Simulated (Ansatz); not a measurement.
# Ga4AsN3: the band gap up the ladder of functionals

An exercise on one series of results from a longer session: the logs are not shown, and one member is left open.

Program: Ansatz 0.2.0. PAW datasets, plane waves. No spin polarisation and no zero-point or thermal motion; the cell was built from a prototype and may be hypothetical.

## The cell

The cell was relaxed beforehand with r2SCAN.

The symmetry is I-42m (No. 121, tetragonal); conventional cell a = 4.819 Å, c = 9.438 Å, 13.70 Å³ an atom. Around N lie 4 Ga at 2.02 Å; around Ga lie 3 N at 1.97–2.02 Å and 1 As at 2.31 Å; around N lie 4 Ga at 1.97 Å; around As lie 4 Ga at 2.31 Å.

The structure in full:

```
CELL_PARAMETERS angstrom
-2.40964 2.40964 4.71876
2.40964 -2.40964 4.71876
2.40964 2.40964 -4.71876
ATOMIC_POSITIONS crystal
N 0.25000 0.75000 0.50000
Ga 0.85579 0.41854 0.00000
N 0.50000 0.50000 0.00000
Ga 0.14421 0.14421 0.56275
N 0.75000 0.25000 0.50000
Ga 0.41854 0.85579 0.00000
As 0.00000 0.00000 0.00000
Ga 0.58146 0.58146 0.43725
```

The first run:

input.yaml reads:

```yaml
crystal:
  lattice:
    - [-2.4096374658, 2.4096374658, 4.7187606048]
    - [2.4096374658, -2.4096374658, 4.7187606048]
    - [2.4096374658, 2.4096374658, -4.7187606048]
  atoms:
    - { symbol: "N", position: [0.25, 0.75, 0.5] }
    - { symbol: Ga, position: [0.8557903299, 0.4185398559, 0.0] }
    - { symbol: "N", position: [0.5, 0.5, 0.0] }
    - { symbol: Ga, position: [0.1442096701, 0.1442096701, 0.562749526] }
    - { symbol: "N", position: [0.75, 0.25, 0.5] }
    - { symbol: Ga, position: [0.4185398559, 0.8557903299, 0.0] }
    - { symbol: As, position: [0.0, 0.0, 0.0] }
    - { symbol: Ga, position: [0.5814601441, 0.5814601441, 0.437250474] }
kpoints:
  mp_grid: { grid: [8, 8, 8] }
  band_path:
    path:
      - [[0.0, 0.0, 0.0], [1.588789299435e-18, -1.588789299435e-18, 0.5], [0.25, 0.25, 0.25], [-2.736877165482e-17, 0.5, 2.736877165482e-17], [0.0, 0.0, 0.0], [0.5, 0.5, -0.5], [0.315190983479, 0.684809016521, -0.315190983479]]
      - [[-0.315190983479, 0.315190983479, 0.315190983479], [0.0, 0.0, 0.0]]
      - [[1.588789299435e-18, -1.588789299435e-18, 0.5], [-0.1303819669579, 0.1303819669579, 0.5]]
      - [[0.5, 0.5, -0.1303819669579], [0.5, 0.5, -0.5]]
    npoints: 10
hamiltonian:
  xc: pbe
scf:
  occupations: { method: fermi_dirac, width: 0.02 }
  n_extra_bands: 6
output:
  forces: true
  stress: true
  eigenvalues: true
  write_density: true
  write_potential: true
  elf: true
  volumetric_format: npy
```

Started as:

```bash
ansatz run input.yaml --threads 4 --pin off --max-ram 6451MiB --backend cpu --events-out ev --progress --plain --runs-dir out
```

Steps of the session up to this table: Band structure with PBE; r2SCAN; HSE06 at the same geometry; PBE+SOC at the same geometry; Single point with PBE0.

One table of the session follows, with a row left open; its other results are not shown here.

```
  level  gap (eV)
    PBE         ?
 r2SCAN      0.68
  HSE06      1.25
PBE+SOC      0.28
   PBE0      1.90
```

**Question.** Estimate the row for PBE.

As computed: gap (eV): 0.32. In the column «gap (eV)» it lies between PBE+SOC (0.28) and r2SCAN (0.68).

Meshes: PBE 8×8×8, r2SCAN 8×8×8, HSE06 4×4×4, PBE+SOC 8×8×8, PBE0 4×4×4

What this shows: The gap runs from 0.28 eV (PBE+SOC) to 1.90 eV (PBE0). PBE reaches 26 % of the HSE06 value, and r2SCAN 54 %. PBE0 lies 0.66 eV above HSE06, which differs from it by screening the long-range exchange.

Caveats from the session: Warnings in the runs' records: stress scf threshold loose, stress exchange threshold loose.
